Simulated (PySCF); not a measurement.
**[TcO2]+: singlet, from a bent start**

Where does singlet [TcO2]+ go from a bent start, is the end point a minimum, and what are its modes, charges and moments?

Computed with PySCF 2.14.0. Level: PBE0, basis Tc def2-TZVP with ECP28, O def2-TZVP, scalar-relativistic core potentials, no spin–orbit coupling, density fitting.

## Step 1: The system as given

3 atoms, charge 1, spin multiplicity 1.

Bond lengths: Tc1–O2 1.735 Å, Tc1–O3 1.735 Å. Angles: O2–Tc1–O3 110.0°.

Coordinates in bohr (charge 1 multiplicity 1):
```
Tc    0.0000    0.0000    0.0000
O     2.6851    0.0000    1.8801
O    -2.6851    0.0000    1.8801
```

## Step 2: Finding the electronic state

One driver script runs all steps and calls PySCF; scf.py shows how it sets up the SCF of each step. The optimiser is the driver's own. After this first run the driver tries any further starts and a stability analysis.

scf.py

```python
from pyscf import gto, scf, dft
mol = gto.M(atom='''
Tc     0.000000     0.000000     0.000000
O      1.420900     0.000000     0.994900
O     -1.420900     0.000000     0.994900''',
    basis={'Tc': 'def2-TZVP', 'O': 'def2-TZVP'},
    ecp={'Tc': 'def2-TZVP'},
    charge=1, spin=0)
mf = dft.RKS(mol, xc='PBE0')
mf.grids.atom_grid = (50, 194)
aux = {'Tc': 'def2-universal-JKFIT', 'O': 'def2-universal-JKFIT'}
mf = mf.density_fit(auxbasis=aux)
mf.conv_tol = 1e-08
mf.diis_space = 10
mf.max_cycle = 60
mf.init_guess = 'minao'
mf.verbose = 4
mf.kernel()
```

Command:

```
$ OMP_NUM_THREADS=2 python axn.py task.json out
```

What it wrote:

```text
init E= -223.869490990297
  HOMO = -0.477539335645625  LUMO = -0.475914533281699  gap/eV = 0.04421
cycle= 1 E= -230.29952745139  delta_E= -6.43  |g|= 1.47  |ddm|= 4.07
  HOMO = -0.419645966260742  LUMO = -0.38427096072265  gap/eV = 0.96260
cycle= 2 E= -220.302012741837  delta_E=   10  |g|= 6.29  |ddm|= 4.71
  HOMO = -0.513381997713438  LUMO = -0.448497505436908  gap/eV = 1.76560
cycle= 3 E= -230.720224167415  delta_E= -10.4  |g|= 0.324  |ddm|= 4.41
  HOMO = -0.534520693303843  LUMO = -0.452853596907396  gap/eV = 2.22227
cycle= 4 E= -230.730420970363  delta_E= -0.0102  |g|= 0.175  |ddm|= 0.128
  HOMO = -0.525545030679808  LUMO = -0.443661582386177  gap/eV = 2.22816
cycle= 5 E= -230.733604671583  delta_E= -0.00318  |g|= 0.117  |ddm|= 0.0432
  HOMO = -0.526523791373112  LUMO = -0.443310183766069  gap/eV = 2.26436
cycle= 6 E= -230.735999880353  delta_E= -0.0024  |g|= 0.0227  |ddm|= 0.0372
  HOMO = -0.526503347328777  LUMO = -0.442913754283229  gap/eV = 2.27459
cycle= 7 E= -230.736091614283  delta_E= -9.17e-05  |g|= 0.00269  |ddm|= 0.00988
  HOMO = -0.526521529728711  LUMO = -0.442919826170936  gap/eV = 2.27492
cycle= 8 E= -230.736092865141  delta_E= -1.25e-06  |g|= 0.00087  |ddm|= 0.00109
  HOMO = -0.526543008266671  LUMO = -0.442937931400781  gap/eV = 2.27501
cycle= 9 E= -230.736093011677  delta_E= -1.47e-07  |g|= 0.000126  |ddm|= 0.000436
  HOMO = -0.526539501967708  LUMO = -0.442932500075244  gap/eV = 2.27506
cycle= 10 E= -230.736093016274  delta_E= -4.6e-09  |g|= 3.21e-05  |ddm|= 0.000127
  HOMO = -0.526547174980152  LUMO = -0.442941187249744  gap/eV = 2.27503
Extra cycle  E= -230.736093014105  delta_E= 2.17e-09  |g|= 0.000117  |ddm|= 6.1e-05
converged SCF energy = -230.736093014105
```

This step, with its further starts and checks, needed 16 s of wall time on 2 threads of Intel Xeon at 2.50GHz (Skylake/Cascade Lake), shared host.

The starts that the driver tried:

```
                      start  energy (Eh)
    the minimal-basis guess  -230.736093
a thermally smeared density  -230.747052
      a smeared PBE density  -230.747052
```

This is not the lowest solution: one lies 28.8 kJ/mol lower, at -230.74705 Eh, and the relaxation starts from that.

## Step 3: Relaxation: bent start, singlet

The program finds C2v symmetry in the start, which this walk keeps. The walk stops when the largest gradient is under 0.0003 Eh/bohr and the energy has settled too.

scf.py, as its differences from that of step 2:

```diff
@@ -3,3 +3,3 @@
-Tc     0.000000     0.000000     0.000000
-O      1.420900     0.000000     0.994900
-O     -1.420900     0.000000     0.994900''',
+Tc     0.000000     0.000000    -0.243143
+O      1.420900     0.000000     0.751757
+O     -1.420900     0.000000     0.751757''',
@@ -16 +15,0 @@
-mf.init_guess = 'minao'
```

Steps of the walk:

```
step  energy (Eh)  change (kJ/mol)  largest symmetric gradient (Eh/bohr)
   0  -230.747052             0.00                               0.12976
   1  -230.765845           -49.34                               0.05857
   2  -230.769196           -58.14                               0.01384
   3  -230.769451           -58.81                               0.00138
   4  -230.769453           -58.81                               0.00004
```

The walk took 24 s.

Geometry (Å) and forces (eV/Å) at some steps:

```
step 0
Tc   0.000   0.000  -0.243   0.000   0.000   6.673
O    1.421   0.000   0.752  -3.943   0.000  -3.336
O   -1.421   0.000   0.752   3.943   0.000  -3.336
step 1
Tc   0.000   0.000  -0.139   0.000   0.000  -3.012
O    1.361   0.000   0.700   2.306   0.000   1.506
O   -1.361   0.000   0.700  -2.306   0.000   1.506
step 2
Tc   0.000   0.000  -0.154   0.002   0.000   0.712
O    1.403   0.000   0.707  -0.572   0.000  -0.357
O   -1.403   0.000   0.707   0.570   0.000  -0.355
step 3
Tc   0.000   0.000  -0.152   0.000   0.000   0.071
O    1.394   0.000   0.706  -0.057   0.000  -0.035
O   -1.394   0.000   0.706   0.057   0.000  -0.035
step 4
Tc   0.000   0.000  -0.152   0.000   0.000  -0.002
O    1.393   0.000   0.706   0.001   0.000   0.001
O   -1.393   0.000   0.706  -0.002   0.000   0.001
```

After 4 steps and 58.8 kJ/mol it ends at C2v: Tc–O 1.636 Å (×2); O–Tc–O 116.7°.

## Step 4: Vibrations and properties at this point

The point is checked on the finer grid, and tightened if its gradient asks for it. The Hessian and the dipole derivatives come from central differences of analytic gradients, with steps of 0.02 bohr.

scf.py, as its differences from that of step 3:

```diff
@@ -3,3 +3,3 @@
-Tc     0.000000     0.000000    -0.243143
-O      1.420900     0.000000     0.751757
-O     -1.420900     0.000000     0.751757''',
+Tc     0.000000     0.000000    -0.210046
+O      1.392453     0.000000     0.648816
+O     -1.392453     0.000000     0.648816''',
@@ -10 +10 @@
-mf.grids.atom_grid = (50, 194)
+mf.grids.atom_grid = (75, 302)
@@ -13 +13 @@
-mf.conv_tol = 1e-08
+mf.conv_tol = 1e-10
```

The driver hands on the density of the step before, so the log starts near convergence.

Log of the central SCF (cycles and frontier levels):

```text
init E= -230.769467344802
  HOMO = -0.526013905130181  LUMO = -0.427814614097464  gap/eV = 2.67214
cycle= 1 E= -230.769467343472  delta_E= 1.33e-09  |g|= 8.78e-05  |ddm|= 4.74e-05
  HOMO = -0.526006396632017  LUMO = -0.427806182177967  gap/eV = 2.67216
cycle= 2 E= -230.769467320121  delta_E= 2.34e-08  |g|= 0.000367  |ddm|= 0.000194
  HOMO = -0.52601224914957  LUMO = -0.42781280987241  gap/eV = 2.67214
cycle= 3 E= -230.769467344882  delta_E= -2.48e-08  |g|= 4.72e-06  |ddm|= 0.000158
  HOMO = -0.526012350961238  LUMO = -0.427812927177389  gap/eV = 2.67214
cycle= 4 E= -230.769467344886  delta_E= -3.87e-12  |g|= 3.33e-07  |ddm|= 2.08e-06
  HOMO = -0.526012408048999  LUMO = -0.427813004006634  gap/eV = 2.67214
Extra cycle  E= -230.769467344886  delta_E= -1.14e-13  |g|= 4.42e-07  |ddm|= 1.01e-06
converged SCF energy = -230.769467344886
```

The whole step took 63 s.

Geometry: C2v; Tc–O 1.636 Å (×2); O–Tc–O 116.7°.

Modes, for the most abundant isotopes:

| symmetry | ω (cm⁻¹) | IR (km/mol) | μ (u) |
| --- | --- | --- | --- |
| a1 | 299 | 8.9 | 18.36 |
| b2 | 1009 | 158 | 19.02 |
| a1 | 1123 | 2.4 | 17.31 |

No imaginary mode, so this is a minimum.

Properties at this point:

| Item | Value |
| --- | --- |
| Dipole moment about the centre of mass | 4.28 D |
| Highest occupied level | -14.31 eV |
| Lowest empty level | -11.64 eV |
| Rotational constants | 0.9455, 0.2718, 0.2111 cm⁻¹ |
| Zero-point energy | 14.5 kJ/mol |
| Principal polarisabilities | 18.8, 41.2, 42.5 bohr³ |
| Principal traceless quadrupole moments about the centre of mass | -3.33, -0.26, 3.59 D Å |
| Entropy at 298.15 K and 1 bar | 266.3 J/(mol K) |
| Heat capacity Cp at 298.15 K | 42.9 J/(mol K) |
| Enthalpy at 298.15 K above 0 K | 11.18 kJ/mol |
| Rotational symmetry number | 2 |

Populations by atom (charges in e):

| atom | Mulliken | Löwdin | polar tensor | Mayer order to Tc1 |
| --- | --- | --- | --- | --- |
| Tc1 | 1.66 | 1.15 | 1.93 | – |
| O2,3 | -0.33 | -0.07 | -0.47 | 2.09 |

Mulliken populations on Tc1 (outside its core potential): s 2.19, p 6.06, d 5.05, f 0.05.

## Step 5: A spin-polarised start

A stability analysis found the closed shell of the lowest minimum unstable towards spin polarisation, so the unrestricted solution is followed.

The program finds C2v symmetry in the start, which may break. The walk stops when the largest gradient is under 0.0003 Eh/bohr and the energy has settled too.

scf.py, as its differences from that of step 4:

```diff
@@ -3,3 +3,3 @@
-Tc     0.000000     0.000000    -0.210046
-O      1.392453     0.000000     0.648816
-O     -1.392453     0.000000     0.648816''',
+Tc     0.000000     0.000000    -0.209897
+O      1.392453     0.000000     0.648966
+O     -1.392453     0.000000     0.648966''',
@@ -9,2 +9,2 @@
-mf = dft.RKS(mol, xc='PBE0')
-mf.grids.atom_grid = (75, 302)
+mf = dft.UKS(mol, xc='PBE0')
+mf.grids.atom_grid = (50, 194)
@@ -13 +13 @@
-mf.conv_tol = 1e-10
+mf.conv_tol = 1e-08
```

Steps of the walk:

```
step  energy (Eh)  change (kJ/mol)  largest gradient (Eh/bohr)
   0  -230.790089             0.00                     0.00542
   1  -230.790219            -0.34                     0.00143
   2  -230.790248            -0.42                     0.00147
   3  -230.790252            -0.43                     0.00030
   4  -230.790252            -0.43                     0.00005
```

The walk took 42 s.

It settles in C2v symmetry, 0.4 kJ/mol below the start, after 4 steps: Tc–O 1.635 Å (×2); O–Tc–O 118.5°.

## Step 6: Vibrations and properties at this point

The same treatment as at the point before.

scf.py, as its differences from that of step 5:

```diff
@@ -3,3 +3,3 @@
-Tc     0.000000     0.000000    -0.209897
-O      1.392453     0.000000     0.648966
-O     -1.392453     0.000000     0.648966''',
+Tc     0.000001    -0.000000    -0.204546
+O      1.405287    -0.000000     0.631873
+O     -1.405291     0.000000     0.631864''',
@@ -10 +10 @@
-mf.grids.atom_grid = (50, 194)
+mf.grids.atom_grid = (75, 302)
@@ -13 +13 @@
-mf.conv_tol = 1e-08
+mf.conv_tol = 1e-10
```

SCF at the final geometry:

```text
init E= -230.790252365976
[... the frontier-level lines of each cycle are left out ...]
cycle= 1 E= -230.790252365976  delta_E= 8.53e-13  |g|= 3.26e-06  |ddm|= 3.01e-06
Extra cycle  E= -230.790252365925  delta_E= 5.03e-11  |g|= 1.26e-05  |ddm|= 6.56e-06
converged SCF energy = -230.790252365925  <S^2> = 1.0079393  2S+1 = 2.2431579
```

The whole step needed 1.7 min of wall time on 2 threads of Intel Xeon at 2.50GHz (Skylake/Cascade Lake), shared host.

Geometry: C2v; Tc–O 1.635 Å (×2); O–Tc–O 118.5°.

Modes, for the most abundant isotopes:

```json
{"ω (cm⁻¹)": "313", "IR (km/mol)": "5.8"}
{"ω (cm⁻¹)": "1021", "IR (km/mol)": "171"}
{"ω (cm⁻¹)": "1111", "IR (km/mol)": "8.6"}
```

Every mode is real; the point is a minimum.

Here the density breaks the symmetry of the frame, and no labels are given.

Constants and moments:

* Dipole moment about the centre of mass: 3.91 D
* Highest occupied level: -14.95 eV
* Lowest empty level: -11.12 eV
* Rotational constants: 0.9969, 0.2668, 0.2105 cm⁻¹
* Zero-point energy: 14.6 kJ/mol
* Principal polarisabilities: 20.6, 22.3, 41.8 bohr³
* Principal traceless quadrupole moments about the centre of mass: -3.77, 0.98, 2.79 D Å
* Entropy at 298.15 K and 1 bar: 265.9 J/(mol K)
* Heat capacity Cp at 298.15 K: 42.8 J/(mol K)
* Enthalpy at 298.15 K above 0 K: 11.13 kJ/mol
* Rotational symmetry number: 2
* Spin squared ⟨S²⟩: 1.008

Populations by atom (charges in e):

| atom | Mulliken | Löwdin | polar tensor | spin (Mulliken) | Mayer order to Tc1 |
| --- | --- | --- | --- | --- | --- |
| Tc1 | 1.68 | 1.17 | 1.95 | 0.00 | – |
| O2,3 | -0.34 | -0.09 | -0.48 | 0.00 | 2.04 |

Outer orbital energies (eV). α occupied: -33.53, -20.34, -20.04, -19.48, -18.77, -17.77, -16.66, -14.95; empty: -11.12, -10.73, -10.06, -7.97. β occupied: -33.53, -20.34, -20.05, -19.48, -18.77, -17.77, -16.66, -14.95; empty: -11.12, -10.73, -10.06, -7.97.

Mulliken populations on Tc1 (outside its core potential): s 2.14, p 6.11, d 5.03, f 0.05.

## Step 7: All stationary points

| spin | group | bonds | imaginary modes (cm⁻¹) | ΔE (kJ/mol) | with zero-point energy |
| --- | --- | --- | --- | --- | --- |
| broken-symmetry (Ms = 0) | C2v (density of lower symmetry) | Tc–O 1.635 Å (×2) | none | 0.0 | 0.0 |
| singlet | C2v | Tc–O 1.636 Å (×2) | none | 54.6 | 54.5 |

## Step 8: Outcome

```
                                          quantity                             value
                                           minimum     broken-symmetry (Ms = 0), C2v
                                          geometry  Tc–O 1.635 Å (×2); O–Tc–O 118.5°
                                wavenumbers (cm⁻¹)                   313, 1021, 1111
                    dipole moment (centre of mass)                            3.91 D
highest occupied, lowest empty level (either spin)                 -14.95, -11.12 eV
                        polar-tensor charge of Tc1                           +1.95 e
                                 zero-point energy                       14.6 kJ/mol
                               entropy at 298.15 K                   265.9 J/(mol K)
                                              ⟨S²⟩                             1.008
```

What this shows: The bent start keeps its C2v symmetry and ends in a minimum. The determinant is spin-contaminated (⟨S²⟩ = 1.01 against 0.00), so it is no pure spin state. The strongest infrared band lies at 1021 cm⁻¹ (stretch). The first SCF alone would have been 29 kJ/mol too high. Only this shape and spin were tried, so other structures or states may lie lower. The SCF density has lower symmetry than the nuclear frame.

The search up to here took 4.3 min.
